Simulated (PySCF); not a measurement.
# C3H7NOSi: the cost of one run

Programs: PySCF 2.14.0, with density-fitted response routines of our own. Each step states its level of theory. These are calculated values for one molecule in the gas phase, unless marked as measured. Atoms count from 0, in the outputs and in this text.

## Step 1: Starting geometry

13 atoms, charge 0, multiplicity 1; geometry from: GFN2-xTB. The atoms were then displaced at random by about 0.01 Å, so the start is not that level's minimum.

Bonds of the start (Å): C0–C1 1.49, C1–O2 1.39, O2–Si3 1.66, Si3–C4 1.86, C4–N5 1.13, C0–H6 1.10, C0–H7 1.10, C0–H8 1.08, C1–H9 1.09, C1–H10 1.11, Si3–H11 1.47, Si3–H12 1.45.

## Step 2: Optimising the geometry at PBE0-D3(BJ)/def2-SVP

Job settings and geometry (Å):

```
{"job": {"xc": "PBE0", "basis": "def2-SVP", "d3": "d3bj", "grid": 1, "shake": 0.01, "kind": "geom"}, "charge": 0, "multiplicity": 1}
C     -2.098030     0.044910    -0.519400
C     -0.804550    -0.479850    -0.004290
O      0.070590     0.585760     0.202210
Si     1.642110     0.650100     0.740970
C      2.740930    -0.383060    -0.355390
N      3.416440    -1.008710    -1.017300
H     -1.947170     0.600670    -1.457060
H     -2.530600     0.766010     0.194040
H     -2.817190    -0.739840    -0.674350
H     -0.364480    -1.175680    -0.716260
H     -0.964160    -1.018050     0.948650
H      1.787410     0.071840     2.087460
H      1.874530     2.069010     0.560390
```

On the command line:

```
$ OMP_NUM_THREADS=1 python probes_run.py task.json out
```

The driver reads the jobs from task.json and runs them one after another.

Q: Estimate the wall time and peak memory of this first job on 1 thread of Arm Neoverse V2, shared host.

About 44 s, with a peak of 0.5 GiB.
